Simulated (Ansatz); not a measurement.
# CH₇BGeS: up Jacob's ladder to CCSD(T)

The task here is to estimate one member of a computed series from the others.

Method: functionals in def2-TZVPP, the program's frozen cores in correlated methods; program: Ansatz 0.2.0, Gaussian basis.

The runs, in order: PBE-D4, r2SCAN-D4, PBE0-D4, B3LYP-D4, ωB97X-V, ωB97M-V, B2PLYP; CCSD(T)/def2-TZVPP; MP2/def2-QZVPP; extrapolation to the limit.

## Structure used throughout

All runs share one geometry, relaxed beforehand with PBE0-D4 in a triple-zeta def2 set.

11 atoms, charge 0, spin multiplicity 1.

Atoms are counted from 1 here; the program's logs count them from 0.

Bond lengths: C1–B2 1.581 Å, C1–H5 1.094 Å, C1–H6 1.094 Å, C1–H7 1.095 Å, B2–Ge3 2.058 Å, B2–S4 2.003 Å, B2–H8 1.200 Å, Ge3–S4 2.391 Å, Ge3–H9 1.542 Å, Ge3–H10 1.546 Å, S4–H11 1.345 Å. Angles: B2–C1–H5 110.2°, B2–C1–H6 113.9°, B2–C1–H7 110.9°, H5–C1–H6 107.2°, H5–C1–H7 107.0°, H6–C1–H7 107.5°, C1–B2–Ge3 121.6°, C1–B2–S4 116.0°, C1–B2–H8 121.9°, Ge3–B2–S4 72.1°, Ge3–B2–H8 109.1°, S4–B2–H8 104.6°, B2–Ge3–S4 52.9°, B2–Ge3–H9 124.7°, B2–Ge3–H10 124.3°, S4–Ge3–H9 102.6°, S4–Ge3–H10 101.4°, H9–Ge3–H10 107.6° and more.

Set-up of the first run:

in.yaml

```yaml
crystal:
  periodic: [false, false, false]
  atoms:
    - {symbol: C, position_ang: [-1.140473, 1.018272, -0.412826]}
    - {symbol: B, position_ang: [-0.468685, -0.017994, 0.573760]}
    - {symbol: Ge, position_ang: [1.573954, -0.253368, 0.663309]}
    - {symbol: S, position_ang: [-0.021491, -1.808309, -0.204121]}
    - {symbol: H, position_ang: [-1.200648, 2.003642, 0.058691]}
    - {symbol: H, position_ang: [-0.602250, 1.144598, -1.357300]}
    - {symbol: H, position_ang: [-2.164781, 0.717412, -0.656093]}
    - {symbol: H, position_ang: [-0.939031, -0.264830, 1.650039]}
    - {symbol: H, position_ang: [2.315854, -1.089300, 1.725126]}
    - {symbol: H, position_ang: [2.523571, -0.083221, -0.544311]}
    - {symbol: H, position_ang: [0.189478, -1.423903, -1.475676]}
basis:
  gaussian: {orbitals: def2-TZVPP}
hamiltonian: {xc: pbe, dispersion: d4}
output: {forces: true, orbitals: {seedname: orbitals}}
```

Run with:

```sh
$ ansatz run in.yaml --threads 4 --pin off --events-out ev --progress --plain --max-ram 10444MiB
```

Steps of the session up to this table: PBE-D4 (GGA); r2SCAN-D4 (meta-GGA); PBE0-D4 (hybrid); B3LYP-D4 (hybrid); ωB97X-V (range-separated); ωB97M-V (range-separated); B2PLYP (double hybrid); CCSD(T) in def2-TZVPP; MP2 in def2-QZVPP.

One of the session's tables, all rows but one given; the rest of the session is left out.

```
            method  atomisation energy (kcal/mol)
            PBE-D4                          867.9
         r2SCAN-D4                              ?
           PBE0-D4                          859.2
          B3LYP-D4                          854.9
           ωB97X-V                          859.1
           ωB97M-V                          857.6
            B2PLYP                          844.6
     HF/def2-TZVPP                          632.9
    MP2/def2-TZVPP                          842.0
   CCSD/def2-TZVPP                          825.7
CCSD(T)/def2-TZVPP                          838.1
           MP2/CBS                          860.4
       CCSD(T)/CBS                          856.4
```

Estimate the missing values for r2SCAN-D4.

**Answer.** atomisation energy (kcal/mol): 863.8. In the column «atomisation energy (kcal/mol)» it lies between MP2/CBS (860.4) and PBE-D4 (867.9).

Caveats from the session: Free atoms (1 C, 1 B, 1 Ge, 1 S, 7 H) were run apart at each level; the atomisation energy is their sum less the molecule, without zero-point or spin-orbit terms.
